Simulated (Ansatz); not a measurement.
TaVN2 in Ansatz: the effect of starting spin order

TaVN2:

```
Ta V N
1.0
     3.04987    0.00000    0.00000
     0.00000    3.04987    0.00000
     0.00000    0.00000    4.29606
Ta V N
1 1 2
Direct
  0.00000 0.00000 0.00000
  0.50000 0.50000 0.50000
  0.50000 0.50000 0.00000
  0.00000 0.00000 0.50000
```

The cell comes from a database or a generator and needn't be the stable form of this composition.

Alike in all runs:

* Program: Ansatz 0.2.0
* Task: single point
* Functional: PBEsol
* Potentials or basis: Ansatz PAW
* Cutoff: 420 eV (not typed: the program's choice for these potentials)
* k mesh: 9 × 9 × 6
* Occupations: fermi-dirac, width 0.05 eV

```tsv
starting spin order	spin	starting moments	energy over the lowest run (meV/atom)	final net moment (μB)	final largest site moment (μB)
spin off	no spin polarisation	-	?	?	?
fm	collinear spin, ferromagnetic start	[0.0, 2.0, 0.0, 0.0] μB	0.0	0.90	0.74
random	collinear spin, random start	[0.0, 1.46, 0.0, 0.0] μB	0.0	0.90	0.74
ferromagnetic start, larger moments	collinear spin, ferromagnetic start	[0.0, 3.5, 0.0, 0.0] μB	0.0	0.90	0.74
```

What does the run with starting spin order spin off give?

Energy over the lowest run 3.7 meV/atom; final net moment 0.00 μB; final largest site moment 0.00 μB.
